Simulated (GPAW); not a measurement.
# MoSe (Pm-3m) in GPAW: notebook

One crystal, MoSe, is run at these levels: LDA+U; tasks: single point.

All numbers are computed with GPAW 26.7.0; they aren't measurements. Logs are shortened: lines on timing, memory, paths and dates and some standing lists are left out, and cuts for length are marked. The log counts tension as positive stress, the text compression.

**1. The structure**

The structure is cubic, space group Pm-3m (No. 221). The conventional cell has a = 3.500 Å, b = 3.500 Å, c = 3.500 Å, α = 90.00°, β = 90.00°, γ = 90.00°. Around Mo (site symmetry m-3m) lie 8 Se at 3.03 Å. Around Se (site symmetry m-3m) lie 8 Mo at 3.03 Å.

The cell was built by a generator and needn't be a form met in nature.

**2. Single point, LDA+U**

run.py

```python
from ase import Atoms
from ase.dft.bandgap import bandgap
from ase.io import write
from ase.units import GPa
from gpaw import GPAW, PW

atoms = Atoms(['Mo', 'Se'],
              cell=[[3.50022959, 0.0, 0.0],
                    [0.0, 3.50022959, 0.0],
                    [0.0, 0.0, 3.50022959]],
              scaled_positions=[[0.0, 0.0, 0.0],
                                [0.5, 0.5, 0.5]],
              pbc=True)

calc = GPAW(mode=PW(600),
            xc='LDA',
            kpts={'size': (8, 8, 8), 'gamma': True},
            occupations={'name': 'fermi-dirac', 'width': 0.05},
            setups={'Mo': ':d,2.0'},
            nbands=20,
            convergence={'density': 1e-05, 'energy': 1e-05},
            maxiter=150,
            txt='gpaw.txt')
atoms.calc = calc
energy = atoms.get_potential_energy()
forces = atoms.get_forces()
stress = atoms.get_stress()
calc.write('gs.gpw')
write('result.traj', atoms)
print(f'Energy: {energy:.6f} eV')
print('Forces (eV/A):')
print(forces.round(4))
print('Stress (GPa):', (stress / GPa).round(3))
print('Fermi level:', round(calc.get_fermi_level(), 4), 'eV')
print(f'Gap: {bandgap(calc)[0]:.4f} eV, direct: {bandgap(calc, direct=True)[0]:.4f} eV')
```

Potentials or basis: the program's PAW data sets (release 1.2.1) made for this functional, pw.

On the command line:

```bash
$ OMP_NUM_THREADS=1 python run.py
```

gpaw.txt:

```text
__  _  _
 | _ |_)|_||  |
 |__||  | ||/\| - 26.7.0

Input parameters:
  mode=PW(ecut=600.0),
  convergence={'density': 1e-05, 'energy': 1e-05},
  kpts=MonkhorstPack(size=(8, 8, 8), gamma=True),
  maxiter=150,
  nbands=20,
  occupations=Occupations(name='fermi-dirac', width=0.05),
  setups={'Mo': ':d,2.0'},
  xc=XC(name='LDA')

Diagonalizing LCAO Hamiltonian
Converting LCAO to pw mode
   .--------.
  /|        |
 * |        |
 | |   Se   |
 | .--------.
 |/        /
 Mo-------*

Atoms  # Å, Bohr magnetons
|   | symbol |        x |        y |        z |    initial magnetic moments |
|---|--------|----------|----------|----------|-----------------------------|
| 0 |     Mo | 0.000000 | 0.000000 | 0.000000 | ( 0.0000,  0.0000,  0.0000) |
| 1 |     Se | 1.750115 | 1.750115 | 1.750115 | ( 0.0000,  0.0000,  0.0000) |

Unit cell  # Å
| periodic |        x |        y |        z |  lengths |    angles |
|----------|----------|----------|----------|----------|-----------|
|      yes | 3.500230 | 0.000000 | 0.000000 | 3.500230 | 90.000000 |
|      yes | 0.000000 | 3.500230 | 0.000000 | 3.500230 | 90.000000 |
|      yes | 0.000000 | 0.000000 | 3.500230 | 3.500230 | 90.000000 |

Number of symmetries: 48
Symmetry operations  # r_c * U_cc + t_c -> r_c
|    | kind |            matrix            |
|----|------|------------------------------|
|  0 |  E   |  1, 0, 0,  0, 1, 0,  0, 0, 1 |
|  1 |  σ   |  1, 0, 0,  0, 1, 0,  0, 0,-1 |
|  2 |  σ   |  1, 0, 0,  0, 0, 1,  0, 1, 0 |
|  3 |  C4  |  1, 0, 0,  0, 0, 1,  0,-1, 0 |
|  4 |  C4  |  1, 0, 0,  0, 0,-1,  0, 1, 0 |
|  5 |  σ   |  1, 0, 0,  0, 0,-1,  0,-1, 0 |
|  6 |  σ   |  1, 0, 0,  0,-1, 0,  0, 0, 1 |
|  7 |  C2  |  1, 0, 0,  0,-1, 0,  0, 0,-1 |
|  8 |  σ   |  0, 1, 0,  1, 0, 0,  0, 0, 1 |
|  9 |  C2  |  0, 1, 0,  1, 0, 0,  0, 0,-1 |
| 10 |  C3  |  0, 1, 0,  0, 0, 1,  1, 0, 0 |
| 11 |  S6  |  0, 1, 0,  0, 0, 1, -1, 0, 0 |
| 12 |  S6  |  0, 1, 0,  0, 0,-1,  1, 0, 0 |
| 13 |  C3  |  0, 1, 0,  0, 0,-1, -1, 0, 0 |
| 14 |  C4  |  0, 1, 0, -1, 0, 0,  0, 0, 1 |
| 15 |  S4  |  0, 1, 0, -1, 0, 0,  0, 0,-1 |
| 16 |  C3  |  0, 0, 1,  1, 0, 0,  0, 1, 0 |
| 17 |  S6  |  0, 0, 1,  1, 0, 0,  0,-1, 0 |
| 18 |  σ   |  0, 0, 1,  0, 1, 0,  1, 0, 0 |
| 19 |  C4  |  0, 0, 1,  0, 1, 0, -1, 0, 0 |
| 20 |  C2  |  0, 0, 1,  0,-1, 0,  1, 0, 0 |
| 21 |  S4  |  0, 0, 1,  0,-1, 0, -1, 0, 0 |
| 22 |  S6  |  0, 0, 1, -1, 0, 0,  0, 1, 0 |
| 23 |  C3  |  0, 0, 1, -1, 0, 0,  0,-1, 0 |
| 24 |  S6  |  0, 0,-1,  1, 0, 0,  0, 1, 0 |
| 25 |  C3  |  0, 0,-1,  1, 0, 0,  0,-1, 0 |
| 26 |  C4  |  0, 0,-1,  0, 1, 0,  1, 0, 0 |
| 27 |  σ   |  0, 0,-1,  0, 1, 0, -1, 0, 0 |
| 28 |  S4  |  0, 0,-1,  0,-1, 0,  1, 0, 0 |
| 29 |  C2  |  0, 0,-1,  0,-1, 0, -1, 0, 0 |
| 30 |  C3  |  0, 0,-1, -1, 0, 0,  0, 1, 0 |
| 31 |  S6  |  0, 0,-1, -1, 0, 0,  0,-1, 0 |
| 32 |  C4  |  0,-1, 0,  1, 0, 0,  0, 0, 1 |
| 33 |  S4  |  0,-1, 0,  1, 0, 0,  0, 0,-1 |
| 34 |  S6  |  0,-1, 0,  0, 0, 1,  1, 0, 0 |
| 35 |  C3  |  0,-1, 0,  0, 0, 1, -1, 0, 0 |
| 36 |  C3  |  0,-1, 0,  0, 0,-1,  1, 0, 0 |
| 37 |  S6  |  0,-1, 0,  0, 0,-1, -1, 0, 0 |
| 38 |  σ   |  0,-1, 0, -1, 0, 0,  0, 0, 1 |
| 39 |  C2  |  0,-1, 0, -1, 0, 0,  0, 0,-1 |
| 40 |  σ   | -1, 0, 0,  0, 1, 0,  0, 0, 1 |
| 41 |  C2  | -1, 0, 0,  0, 1, 0,  0, 0,-1 |
| 42 |  C2  | -1, 0, 0,  0, 0, 1,  0, 1, 0 |
| 43 |  S4  | -1, 0, 0,  0, 0, 1,  0,-1, 0 |
| 44 |  S4  | -1, 0, 0,  0, 0,-1,  0, 1, 0 |
| 45 |  C2  | -1, 0, 0,  0, 0,-1,  0,-1, 0 |
| 46 |  C2  | -1, 0, 0,  0,-1, 0,  0, 0, 1 |
| 47 |  i   | -1, 0, 0,  0,-1, 0,  0, 0,-1 |

BZ-sampling:
  Number of BZ points: 512
  Number of IBZ points: 35

  Monkhorst-Pack size: [8, 8, 8]
  Monkhorst-Pack shift: [0.0625, 0.0625, 0.0625]

K-points  # in reciprocal-cell coordinates
|     |                                coordinates |     weight |
|-----|--------------------------------------------|------------|
|   0 | (  0.00000000,   0.00000000,   0.00000000) | 0.00195312 |
|   1 | (  0.12500000,   0.00000000,   0.00000000) | 0.01171875 |
|   2 | (  0.12500000,   0.12500000,   0.00000000) | 0.02343750 |
|   3 | (  0.12500000,   0.12500000,   0.12500000) | 0.01562500 |
|   4 | (  0.25000000,   0.00000000,   0.00000000) | 0.01171875 |
|   5 | (  0.25000000,   0.12500000,   0.00000000) | 0.04687500 |
|   6 | (  0.25000000,   0.12500000,   0.12500000) | 0.04687500 |
|   7 | (  0.25000000,   0.25000000,   0.00000000) | 0.02343750 |
|   8 | (  0.25000000,   0.25000000,   0.12500000) | 0.04687500 |
|   9 | (  0.25000000,   0.25000000,   0.25000000) | 0.01562500 |
| ... |                                            |            |
|  34 | (  0.50000000,   0.50000000,   0.50000000) | 0.00195312 |

Plane wave coefficients: 1472
Cutoff: 600.0 eV

Spin-components: 1 (collinear spins)
Bands:           20
Projectors:      11
Spin-degeneracy: 2
Datatype:        complex128

Parallelization:
  kpt:    1
  domain: 1
  band:   1

Density:
  Valence electrons: 20.0
  Components: 1
  Grid points: [20 20 20]
  Charge: 0.0  # |e|

Potential:
  Grid points: [20 20 20]

species:
  Mo:
    name:    Molybdenum
    Z:       42.0
    valence: 14
    core:    28
    charge:  0.0  # [|e|]
    Hubbard: {U: 2.0,  # eV
              l: 2,
              scale: True}
    compensation charges:
      type: gauss
      rc: 0.38  # [Å]
      lmax: 2
    cutoffs:
      filter: 2.16  # [Å]
      core: 1.42  # [Å]
    projectors
    | kind |    occ | energy [eV] | rcut [Å] |
    |------|--------|-------------|----------|
    |   4s |  2.000 |     -64.384 |    1.238 |
    |   5s |  1.000 |      -4.319 |    1.238 |
    |   4p |  6.000 |     -38.595 |    1.296 |
    |   5p |  0.000 |      -1.161 |    1.296 |
    |   4d |  5.000 |      -3.933 |    1.296 |
    |    d |        |      23.278 |    1.296 |

    Using partial waves for Mo as LCAO basis

  Se:
    name:    Selenium
    Z:       34.0
    valence: 6
    core:    28
    charge:  0.0  # [|e|]
    compensation charges:
      type: gauss
      rc: 0.27  # [Å]
      lmax: 2
    cutoffs:
      filter: 1.77  # [Å]
      core: 2.67  # [Å]
    projectors
    | kind |    occ | energy [eV] | rcut [Å] |
    |------|--------|-------------|----------|
    |   4s |  2.000 |     -17.472 |    0.847 |
    |   4p |  4.000 |      -6.656 |    1.005 |
    |    s |        |       9.739 |    0.847 |
    |    p |        |      20.555 |    1.005 |
    |    d |        |       0.000 |    0.847 |

    Using partial waves for Se as LCAO basis

Reference energy: -176036.986678  # eV

eigensolver:
  PPCG
  Converge bands: occupied
  niter=2

density mixing:
  MSR1-Mixer
  Pratt-step length: 0.05
  Maximum mixing coefficient: 0.75
  Old densities: 10
  SVD Regularization: 0.005
  Good broyden scale: 1.0
  Trust region scale: 1.0
  Backstep threshold: 4.0
  History deletion threshold: 6.0
  Fourier metric: weight=20.0, sigma=0.015

occupation numbers:
  Fermi-Dirac:
    width: 0.0500  # eV

poisson solver:
  ecut: 4800.0  # eV

xc functional:
  name: None

convergence criteria:
- Maximum integral of absolute [dens]ity change: 1e-05 electrons / valence electron
- Maximum [total energy] change in last 3 cyles: 1e-05 eV / valence electron
- Maximum integral of absolute [eigenst]ate change: 4e-08 eV^2 / valence electron
maximum number of iterations: 150

SCF iterations
|iter     | |      energy | eigst |  dens |
|---------|-|-------------|-------|-------|
|iter:   1| |  -13.141052 | +0.15 |       |
|iter:   2| |  -12.877453 | -1.98 | -1.06 |
|iter:   3| |  -12.359528 | -1.44 | -1.14 |
|iter:   4| |  -12.350084 | -2.90 | -1.70 |
|iter:   5| |  -12.350890 | -3.27 | -1.96 |
|iter:   6| |  -12.353847 | -4.23 | -2.34 |
|iter:   7| |  -12.354218 | -5.28 | -2.82 |
|iter:   8| |  -12.354411 | -5.34 | -3.14 |
|iter:   9| |  -12.354377c| -6.61 | -3.79 |
|iter:  10| |  -12.354370c| -8.37c| -4.35 |
|iter:  11| |  -12.354372c| -8.64c| -5.32c|

Converged in 11 steps
Energy contributions relative to reference atoms: (reference = -176036.986678)

Energy contributions:
  Kinetic:         -34.395139
  Coulomb:          26.231606
  Zero:             -0.273727
  External:          0.000000
  Xc:               -3.901238
  Entropy:          -0.031748
  Spinorbit:         0.000000
  ----------------------------
  Free energy:     -12.370246
  Extrapolated:    -12.354372

dipole moment: (-13.020664, -13.020664, -13.020664)  # |e|*Ang

Fermi level: 8.209
Eigenvalues  # (at kpt = [0.000, 0.000, 0.000])
| band index |      eig [eV] | occ [0-2] |
|------------|---------------|-----------|
|          0 |       -53.071 |     2.000 |
|        ... |               |           |
|          2 |       -27.154 |     2.000 |
|          3 |       -27.154 |     2.000 |
|          4 |        -6.231 |     2.000 |
|          5 |         5.911 |     2.000 |
|          6 |         5.911 |     2.000 |
|          7 |         6.562 |     2.000 |
[... 8 lines left out ...]
|         16 |        21.809 |     0.000 |
|         17 |        21.809 |     0.000 |
|        ... |               |           |
|         19 |        23.908 |     0.000 |

No gap
No difference between direct/indirect transitions

Forces  # eV/Ang
|       x |       y |       z |
|---------|---------|---------|
| 0.00000 | 0.00000 | 0.00000 |  # Mo   0
| 0.00000 | 0.00000 | 0.00000 |  # Se   1

Stress tensor  # eV/Ang^3
|        x |        y |        z |
|----------|----------|----------|
| 0.197659 | 0.000000 | 0.000000 |
| 0.000000 | 0.197659 | 0.000000 |
| 0.000000 | 0.000000 | 0.197659 |

# Writing to gs.gpw (mode='')
```

Wall time 16 s (1 thread of Arm Neoverse V1, shared host); peak memory 0.16 GiB.

Results:

| Item | Value |
| --- | --- |
| Free energy | -12.3702 eV |
| Pressure | -31.7 GPa |
| Band gap on the k mesh | none (metal or under the smearing width) |

Caveat: a pressure of tens of GPa on the cell as given is suspect, and the run, the potentials or the cell itself is likely at fault; U without spin polarisation on a metal has little footing.

**3. Single point, LDA+U**

run.py: that of step 2 with these lines changed.

```diff
@@ -18,3 +18,3 @@
             occupations={'name': 'fermi-dirac', 'width': 0.05},
-            setups={'Mo': ':d,2.0'},
+            setups={'Mo': ':d,5.0'},
             nbands=20,
```

Potentials or basis: the program's PAW data sets (release 1.2.1) made for this functional, pw.

On the command line:

```bash
$ OMP_NUM_THREADS=1 python run.py
```

gpaw.txt:

```text
__  _  _
 | _ |_)|_||  |
 |__||  | ||/\| - 26.7.0

Input parameters:
  mode=PW(ecut=600.0),
  convergence={'density': 1e-05, 'energy': 1e-05},
  kpts=MonkhorstPack(size=(8, 8, 8), gamma=True),
  maxiter=150,
  nbands=20,
  occupations=Occupations(name='fermi-dirac', width=0.05),
  setups={'Mo': ':d,5.0'},
  xc=XC(name='LDA')

Diagonalizing LCAO Hamiltonian
Converting LCAO to pw mode
   .--------.
  /|        |
 * |        |
 | |   Se   |
 | .--------.
 |/        /
 Mo-------*

Atoms  # Å, Bohr magnetons
|   | symbol |        x |        y |        z |    initial magnetic moments |
|---|--------|----------|----------|----------|-----------------------------|
| 0 |     Mo | 0.000000 | 0.000000 | 0.000000 | ( 0.0000,  0.0000,  0.0000) |
| 1 |     Se | 1.750115 | 1.750115 | 1.750115 | ( 0.0000,  0.0000,  0.0000) |

Unit cell  # Å
| periodic |        x |        y |        z |  lengths |    angles |
|----------|----------|----------|----------|----------|-----------|
|      yes | 3.500230 | 0.000000 | 0.000000 | 3.500230 | 90.000000 |
|      yes | 0.000000 | 3.500230 | 0.000000 | 3.500230 | 90.000000 |
|      yes | 0.000000 | 0.000000 | 3.500230 | 3.500230 | 90.000000 |

Number of symmetries: 48
Symmetry operations  # r_c * U_cc + t_c -> r_c
|    | kind |            matrix            |
|----|------|------------------------------|
|  0 |  E   |  1, 0, 0,  0, 1, 0,  0, 0, 1 |
|  1 |  σ   |  1, 0, 0,  0, 1, 0,  0, 0,-1 |
|  2 |  σ   |  1, 0, 0,  0, 0, 1,  0, 1, 0 |
|  3 |  C4  |  1, 0, 0,  0, 0, 1,  0,-1, 0 |
|  4 |  C4  |  1, 0, 0,  0, 0,-1,  0, 1, 0 |
|  5 |  σ   |  1, 0, 0,  0, 0,-1,  0,-1, 0 |
|  6 |  σ   |  1, 0, 0,  0,-1, 0,  0, 0, 1 |
|  7 |  C2  |  1, 0, 0,  0,-1, 0,  0, 0,-1 |
|  8 |  σ   |  0, 1, 0,  1, 0, 0,  0, 0, 1 |
|  9 |  C2  |  0, 1, 0,  1, 0, 0,  0, 0,-1 |
| 10 |  C3  |  0, 1, 0,  0, 0, 1,  1, 0, 0 |
| 11 |  S6  |  0, 1, 0,  0, 0, 1, -1, 0, 0 |
| 12 |  S6  |  0, 1, 0,  0, 0,-1,  1, 0, 0 |
| 13 |  C3  |  0, 1, 0,  0, 0,-1, -1, 0, 0 |
| 14 |  C4  |  0, 1, 0, -1, 0, 0,  0, 0, 1 |
| 15 |  S4  |  0, 1, 0, -1, 0, 0,  0, 0,-1 |
| 16 |  C3  |  0, 0, 1,  1, 0, 0,  0, 1, 0 |
| 17 |  S6  |  0, 0, 1,  1, 0, 0,  0,-1, 0 |
| 18 |  σ   |  0, 0, 1,  0, 1, 0,  1, 0, 0 |
| 19 |  C4  |  0, 0, 1,  0, 1, 0, -1, 0, 0 |
| 20 |  C2  |  0, 0, 1,  0,-1, 0,  1, 0, 0 |
| 21 |  S4  |  0, 0, 1,  0,-1, 0, -1, 0, 0 |
| 22 |  S6  |  0, 0, 1, -1, 0, 0,  0, 1, 0 |
| 23 |  C3  |  0, 0, 1, -1, 0, 0,  0,-1, 0 |
| 24 |  S6  |  0, 0,-1,  1, 0, 0,  0, 1, 0 |
| 25 |  C3  |  0, 0,-1,  1, 0, 0,  0,-1, 0 |
| 26 |  C4  |  0, 0,-1,  0, 1, 0,  1, 0, 0 |
[... 121 lines left out ...]
Reference energy: -176036.986678  # eV

eigensolver:
  PPCG
  Converge bands: occupied
  niter=2

density mixing:
  MSR1-Mixer
  Pratt-step length: 0.05
  Maximum mixing coefficient: 0.75
  Old densities: 10
  SVD Regularization: 0.005
  Good broyden scale: 1.0
  Trust region scale: 1.0
  Backstep threshold: 4.0
  History deletion threshold: 6.0
  Fourier metric: weight=20.0, sigma=0.015

occupation numbers:
  Fermi-Dirac:
    width: 0.0500  # eV

poisson solver:
  ecut: 4800.0  # eV

xc functional:
  name: None

convergence criteria:
- Maximum integral of absolute [dens]ity change: 1e-05 electrons / valence electron
- Maximum [total energy] change in last 3 cyles: 1e-05 eV / valence electron
- Maximum integral of absolute [eigenst]ate change: 4e-08 eV^2 / valence electron
maximum number of iterations: 150

SCF iterations
|iter     | |      energy | eigst |  dens |
|---------|-|-------------|-------|-------|
|iter:   1| |   -9.391052 | +0.15 |       |
|iter:   2| |   -9.145069 | -1.98 | -1.06 |
|iter:   3| |   -8.660012 | -1.42 | -1.13 |
|iter:   4| |   -8.701700 | -2.82 | -1.69 |
|iter:   5| |   -8.858017 | -3.03 | -1.85 |
|iter:   6| |  -10.664356 | -2.17 | -1.83 |
|iter:   7| |  -11.257684 | -1.97 | -1.52 |
|iter:   8| |  -11.124034 | -1.96 | -1.85 |
|iter:   9| |  -11.328366 | -2.01 | -1.78 |
|iter:  10| |  -11.139122 | -2.01 | -2.05 |
|iter:  11| |  -11.455373 | -2.34 | -1.78 |
|iter:  12| |  -11.453838 | -3.94 | -2.85 |
|iter:  13| |  -11.456675 | -4.38 | -2.81 |
|iter:  14| |  -11.456697 | -6.37 | -3.80 |
|iter:  15| |  -11.456700c| -7.38 | -4.33 |
|iter:  16| |  -11.456700c| -8.56c| -5.66c|

Converged in 16 steps
Energy contributions relative to reference atoms: (reference = -176036.986678)

Energy contributions:
  Kinetic:           0.178145
  Coulomb:          -0.117096
  Zero:             -0.737938
  External:          0.000000
  Xc:              -10.779812
  Entropy:          -0.000000
  Spinorbit:         0.000000
  ----------------------------
  Free energy:     -11.456700
  Extrapolated:    -11.456700

dipole moment: (-12.855683, -12.855683, -12.855683)  # |e|*Ang

Fermi level: 8.518
Eigenvalues  # (at kpt = [0.000, 0.000, 0.000])
| band index |      eig [eV] | occ [0-2] |
|------------|---------------|-----------|
|          0 |       -52.314 |     2.000 |
|        ... |               |           |
|          2 |       -26.498 |     2.000 |
|          3 |       -26.498 |     2.000 |
|          4 |        -5.860 |     2.000 |
|          5 |         3.659 |     2.000 |
|          6 |         3.659 |     2.000 |
|          7 |         6.869 |     2.000 |
[... 8 lines left out ...]
|         16 |        22.007 |     0.000 |
|         17 |        22.007 |     0.000 |
|        ... |               |           |
|         19 |        23.331 |     0.000 |

Gap: 1.005 eV
Transition (v -> c):
  (s=0, k=30, n=9, [0.50, 0.50, 0.00]) -> (s=0, k=0, n=10, [0.00, 0.00, 0.00])
Direct/indirect transitions are different
Direct gap: 1.813 eV
Transition at: (s=0, k=30, n=9, [0.50, 0.50, 0.00])

Forces  # eV/Ang
|        x |        y |        z |
|----------|----------|----------|
|  0.00000 |  0.00000 |  0.00000 |  # Mo   0
| -0.00000 | -0.00000 | -0.00000 |  # Se   1

Stress tensor  # eV/Ang^3
|        x |        y |        z |
|----------|----------|----------|
| 0.077995 | 0.000000 | 0.000000 |
| 0.000000 | 0.077995 | 0.000000 |
| 0.000000 | 0.000000 | 0.077995 |

# Writing to gs.gpw (mode='')
```

It took 23 s on 1 thread of Arm Neoverse V1, shared host; peak memory 0.16 GiB.

Results:

| Item | Value |
| --- | --- |
| Free energy | -11.4567 eV |
| Pressure | -12.5 GPa |
| Band gap on the k mesh | 1.01 eV, indirect (least direct gap 1.81 eV) |

A k mesh can miss the band edges.

(Continued in part 2 of 2.)
